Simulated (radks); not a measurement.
# Mo⁺ in [Kr] 4d3 4f2: an all-electron calculation

An exercise on one series of results from a longer session: the logs are not shown, and one member is left open.

Method: Dirac Kohn-Sham, PBE, spin-unpolarised, spherical densities, point nucleus; open shells fill j = l - 1/2 first. Code: radks (a radial shooting solver on a logarithmic mesh, Libxc functionals) version 1.

**What is computed**

| Item | Value |
| --- | --- |
| element | molybdenum (Z = 42) |
| charge | +1 |
| electrons | 41 |
| configuration | [Kr] 4d3 4f2 |

The first run:

Input:

```text
Z 42
configuration [Kr] 4d3 4f2
relativity Dirac
functional pbe,pbe
spin unpolarised
j_filling energy
nucleus point
c 137.035999084
```

One of the session's tables, all rows but one given; the rest of the session is left out.

It belongs to the step «Radial structure». Sizes of the orbitals, from the radial functions (bohr):

```
level      <r>  outermost maximum (interpolated)  90 % within  nodes
1s1/2  0.03517                            0.0229       0.0630      0
2s1/2   0.1534                             0.130        0.237      1
2p1/2   0.1308                             0.101        0.214      0
2p3/2   0.1353                             0.105        0.220      0
3s1/2   0.4286                             0.384        0.634      2
3p1/2   0.4233                             0.371        0.640      1
3p3/2   0.4338                             0.380        0.655      1
3d3/2   0.4131                             0.321        0.661      0
3d5/2   0.4165                             0.324        0.666      0
4s1/2    1.097                             0.987         1.59      3
4p1/2    1.194                              1.05         1.76      2
4p3/2    1.222                              1.07         1.80      2
4d3/2        ?                                 ?            ?      ?
4d5/2    1.629                              1.32         2.53      1
4f5/2    6.310                              5.65         9.48      0
4f7/2    6.311                              5.65         9.48      0
```

Estimate the missing values for 4d3/2.

**Answer.** <r>: 1.616; outermost maximum (interpolated): 1.31; 90 % within: 2.51; nodes: 1. In the column «<r>» it lies between 4p3/2 (1.222) and 4d5/2 (1.629).
